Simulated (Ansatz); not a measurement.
# CH3AuO: up Jacob's ladder to CCSD(T)

The task here is to estimate one member of a computed series from the others.

Program: Ansatz 0.2.0, Gaussian basis. Level of theory: functionals in def2-TZVPP, the program's frozen cores in correlated methods. These are calculated values, not measurements.

The runs, in order: LDA (SPW92), PBE-D4, revPBE-D4, BLYP-D4, r2SCAN-D4, B97M-V, PBE0-D4, B3LYP-D4, r2SCANh-D4, r2SCAN0-D4, HSE06-D4, BHLYP-D4, CAM-B3LYP-D4, LC-ωPBE, ωB97X-V, ωB97M-V, B2PLYP, PBE-QIDH; CCSD(T)/def2-SVP; CCSD(T)/def2-TZVPP; CCSD(T)/def2-QZVPP; extrapolation to the limit; RPA on PBE.

**The geometry**

An earlier PBE0-D4 in a triple-zeta def2 set relaxation fixed the geometry. Au takes the def2 core potential; no spin-orbit term is included.

SMILES `C[O][Au]`, 6 atoms, charge 0, spin multiplicity 1.

Atoms are counted from 1 here; the program's logs count them from 0.

Bond lengths: C1–O2 1.399 Å, C1–H4 1.097 Å, C1–H5 1.099 Å, C1–H6 1.097 Å, O2–Au3 1.958 Å. Angles: O2–C1–H4 113.4°, O2–C1–H5 105.6°, O2–C1–H6 113.4°, H4–C1–H5 107.6°, H4–C1–H6 108.7°, H5–C1–H6 107.6°, C1–O2–Au3 115.7°.

The first run:

in.yaml reads:

```yaml
crystal:
  periodic: [false, false, false]
  atoms:
    - {symbol: C, position_ang: [0.454982, -0.206878, 0.071749]}
    - {symbol: O, position_ang: [-0.288075, 0.773735, -0.594419]}
    - {symbol: Au, position_ang: [-2.214337, 0.766077, -0.241581]}
    - {symbol: H, position_ang: [0.173281, -1.230582, -0.204439]}
    - {symbol: H, position_ang: [1.496779, -0.052357, -0.241743]}
    - {symbol: H, position_ang: [0.419569, -0.114095, 1.164334]}
basis:
  gaussian: {orbitals: def2-TZVPP}
hamiltonian: {xc: lda}
output: {orbitals: {seedname: orbitals}}
```

Started as:

```console
ansatz run in.yaml --threads 2 --pin off --events-out ev --progress --plain --max-ram 32768MiB --backend cpu
```

Steps of the session up to this table: LDA; PBE-D4 (GGA); revPBE-D4 (GGA); BLYP-D4 (GGA); r2SCAN-D4 (meta-GGA); B97M-V (meta-GGA); B3LYP-D4 (hybrid); r2SCANh-D4 (hybrid); r2SCAN0-D4 (hybrid); HSE06-D4 (hybrid); BHLYP-D4 (hybrid); CAM-B3LYP-D4 (range-separated); LC-ωPBE (range-separated); ωB97X-V (range-separated); ωB97M-V (range-separated); B2PLYP (double hybrid); PBE-QIDH (double hybrid).

One of the session's tables, all rows but one given; the rest of the session is left out.

It belongs to the step «Frontier levels by functional». 

| functional | HOMO (eV) | LUMO (eV) | gap (eV) |
| --- | --- | --- | --- |
| LDA (SPW92) | -5.83 | -4.51 | 1.32 |
| PBE-D4 | -5.63 | -4.19 | 1.44 |
| revPBE-D4 | -5.55 | -4.07 | 1.49 |
| BLYP-D4 | -5.59 | -4.18 | 1.41 |
| r2SCAN-D4 | -5.88 | -3.98 | 1.89 |
| B97M-V | -5.94 | -3.99 | 1.94 |
| PBE0-D4 | -7.01 | -3.24 | 3.77 |
| B3LYP-D4 | -6.86 | -3.59 | 3.26 |
| r2SCANh-D4 | -6.41 | -3.63 | 2.78 |
| r2SCAN0-D4 | ? | ? | ? |
| HSE06-D4 | -6.62 | -3.61 | 3.01 |
| BHLYP-D4 | -8.18 | -2.42 | 5.76 |
| CAM-B3LYP-D4 | -8.39 | -2.36 | 6.02 |
| LC-ωPBE | -9.45 | -1.04 | 8.41 |
| ωB97X-V | -9.26 | -1.21 | 8.05 |
| ωB97M-V | -9.23 | -1.38 | 7.85 |

Estimate the missing values for r2SCAN0-D4.

Worked estimate for «HOMO (eV)». Against the share of exact exchange, r2SCAN-D4 (0, -5.88), r2SCANh-D4 (0.1, -6.41) give a slope of -5.30 per unit share; at 0.25 the line stands at -7.20.

As computed: HOMO (eV): -7.22; LUMO (eV): -3.12; gap (eV): 4.10. In «HOMO (eV)» the line misses by +0.02.
